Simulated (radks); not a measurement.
**Ni⁺ in [Ar] 3d9: an all-electron calculation**

The task here is to estimate one member of a computed series from the others.

The numbers are computed with radks (a radial shooting solver on a logarithmic mesh, Libxc functionals) version 1 (Dirac Kohn-Sham, HCTH/407, spin-unpolarised, spherical densities, finite nucleus; open shells fill j = l - 1/2 first), except any that are marked as measured or tabulated.

## The system

* element: nickel (Z = 28)
* charge: +1
* electrons: 27
* configuration: [Ar] 3d9
* nuclear rms radius: 3.7757 fm

The first run:

The run's settings:

```text
Z 28
configuration [Ar] 3d9 4s0 4p0 4d0 4f0
relativity Dirac
functional hcth_407
spin unpolarised
j_filling energy
nucleus finite rms 3.7757 fm
c 137.035999084
```

Run with:

```sh
python run_ks.py task.json out
```

All runs below come from this command, one after another.

One table of the session follows, with a row left open; its other results are not shown here.

It belongs to the step «Orbitals and density». Radial moments (bohr):

```
level      <r>  outermost maximum (interpolated)  90 % within  nodes
1s1/2  0.05412                            0.0354       0.0967      0
2s1/2   0.2446                             0.205        0.379      1
2p1/2   0.2129                             0.163        0.349      0
2p3/2        ?                                 ?            ?      ?
3s1/2   0.7433                             0.641         1.12      2
3p1/2   0.7769                             0.643         1.20      1
3p3/2   0.7873                             0.651         1.22      1
3d3/2    1.055                             0.636         1.89      0
3d5/2    1.064                             0.639         1.91      0
4s1/2    2.722                              2.24         4.10      3
4p1/2    3.484                              3.00         5.24      2
4p3/2    3.515                              3.03         5.28      2
```

**Question.** Estimate the row for 2p3/2.

The run gave: <r>: 0.2161; outermost maximum (interpolated): 0.166; 90 % within: 0.353; nodes: 0. In the column «<r>» it lies between 2p1/2 (0.2129) and 2s1/2 (0.2446).

To keep in mind: Spin polarisation and multiplet splitting are left out.
